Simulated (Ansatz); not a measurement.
**BFH₆Si₂: a ladder of functionals and wavefunction methods**

How much do the methods differ for BFH₆Si₂? The plan is to run it at one geometry with functionals of several rungs and with coupled cluster, and see how far each lands from CCSD(T) at the basis-set limit for the atomisation energy.

The runs use Ansatz 0.2.0, Gaussian basis; functionals in def2-TZVPP, the program's frozen cores in correlated methods.

Levels to be run: LDA (SPW92), PBE-D4, revPBE-D4, BLYP-D4, r2SCAN-D4, B97M-V, PBE0-D4, B3LYP-D4, r2SCANh-D4, r2SCAN0-D4, HSE06-D4, BHLYP-D4, CAM-B3LYP-D4, LC-ωPBE, ωB97X-V, ωB97M-V, B2PLYP, PBE-QIDH; CCSD(T)/def2-SVP; CCSD(T)/def2-TZVPP; MP2/def2-QZVPP; extrapolation to the limit; RPA on PBE.

### 1 The geometry

An earlier PBE0-D4 in a triple-zeta def2 set relaxation fixed the geometry.

SMILES `F[SiH2]B[SiH3]`, 10 atoms, charge 0, spin multiplicity 1.

Atoms are counted from 1 here; the program's logs count them from 0.

Bond lengths: F1–Si2 1.608 Å, Si2–B3 1.996 Å, Si2–H5 1.489 Å, Si2–H6 1.490 Å, B3–Si4 2.004 Å, B3–H7 1.199 Å, Si4–H8 1.496 Å, Si4–H9 1.487 Å, Si4–H10 1.488 Å. Angles: F1–Si2–B3 113.1°, F1–Si2–H5 107.1°, F1–Si2–H6 107.3°, B3–Si2–H5 110.6°, B3–Si2–H6 109.7°, H5–Si2–H6 108.9°, Si2–B3–Si4 125.2°, Si2–B3–H7 115.5°, Si4–B3–H7 119.2°, B3–Si4–H8 103.6°, B3–Si4–H9 113.4°, B3–Si4–H10 114.2°, H8–Si4–H9 108.0°, H8–Si4–H10 108.1°, H9–Si4–H10 109.1°.

### 2 LDA

This LDA is Slater exchange with PW92 correlation.

Input file in.yaml:

```yaml
crystal:
  periodic: [false, false, false]
  atoms:
    - {symbol: F, position_ang: [-2.182444, 0.965114, 0.116026]}
    - {symbol: Si, position_ang: [-0.884795, 1.317559, -0.764959]}
    - {symbol: B, position_ang: [0.679092, 0.146649, -0.357465]}
    - {symbol: Si, position_ang: [0.677797, -1.364731, 0.958035]}
    - {symbol: H, position_ang: [-1.278725, 1.188464, -2.195451]}
    - {symbol: H, position_ang: [-0.534081, 2.739025, -0.486548]}
    - {symbol: H, position_ang: [1.661601, 0.350798, -1.013311]}
    - {symbol: H, position_ang: [0.155072, -2.521329, 0.166383]}
    - {symbol: H, position_ang: [-0.236999, -1.145842, 2.109197]}
    - {symbol: H, position_ang: [2.026583, -1.726907, 1.470893]}
basis:
  gaussian: {orbitals: def2-TZVPP}
hamiltonian: {xc: lda}
output: {orbitals: {seedname: orbitals}}
```

Command:

```console
$ ansatz run in.yaml --threads 2 --pin off --events-out ev --progress --plain --max-ram 4352MiB
```

After this run come: PBE-D4 (GGA); revPBE-D4 (GGA); BLYP-D4 (GGA); r2SCAN-D4 (meta-GGA); B97M-V (meta-GGA); B3LYP-D4 (hybrid); r2SCANh-D4 (hybrid); r2SCAN0-D4 (hybrid); HSE06-D4 (hybrid); BHLYP-D4 (hybrid); CAM-B3LYP-D4 (range-separated); LC-ωPBE (range-separated); ωB97X-V (range-separated); ωB97M-V (range-separated); B2PLYP (double hybrid); PBE-QIDH (double hybrid); CCSD(T) in def2-SVP; CCSD(T) in def2-TZVPP; MP2 in def2-QZVPP; RPA on PBE orbitals.

**Question.** What will the summary of the whole plan be? Wanted: atomisation energy, CCSD(T)/CBS; farthest beyond LDA; mean size of error, GGA; mean size of error, meta-GGA; mean size of error, hybrid; mean size of error, range-separated; mean size of error, double hybrid; gap, smallest and largest; T1 diagnostic.

As calculated:

```
                               quantity                                             value
        atomisation energy, CCSD(T)/CBS                                     3153.4 kJ/mol
 functionals within 15.8 kJ/mol (0.5 %)  PBE-D4, r2SCAN-D4, B3LYP-D4, r2SCANh-D4, ωB97M-V
                    farthest beyond LDA                          revPBE-D4 (-69.4 kJ/mol)
                mean size of error, GGA                                       37.6 kJ/mol
           mean size of error, meta-GGA                                       17.7 kJ/mol
             mean size of error, hybrid                                       22.3 kJ/mol
    mean size of error, range-separated                                       18.6 kJ/mol
      mean size of error, double hybrid                                       37.4 kJ/mol
              gap, smallest and largest         2.77 eV (LDA (SPW92)), 10.03 eV (LC-ωPBE)
                          T1 diagnostic                                            0.0131
triples share of the correlation energy                                             3.0 %
```

**Reading.** The LDA atomisation energy is off by 341.8 kJ/mol (11 %): it overbinds. PBE-D4 is off by -15.4 kJ/mol. Double hybrids carry the basis error of their MP2 part in triple zeta, and no dispersion term here, so their miss is partly the set-up's. Taken by rung, meta-GGA functionals do best (17.7 kJ/mol on average) and GGA ones worst beyond LDA (37.6 kJ/mol). The gap between the best rungs is small, so their order is not settled. The reference freezes the cores and leaves out relativity and excitations past (T), so misses under about 15.8 kJ/mol can't be ranked. Hartree-Fock recovers 78 % of the binding; the rest is correlation. CCSD(T) in def2-SVP is off by -206.6 kJ/mol, which most functionals beat. The gap grows from 2.8 to 10.0 eV across the functionals, mostly with the share of exact exchange.
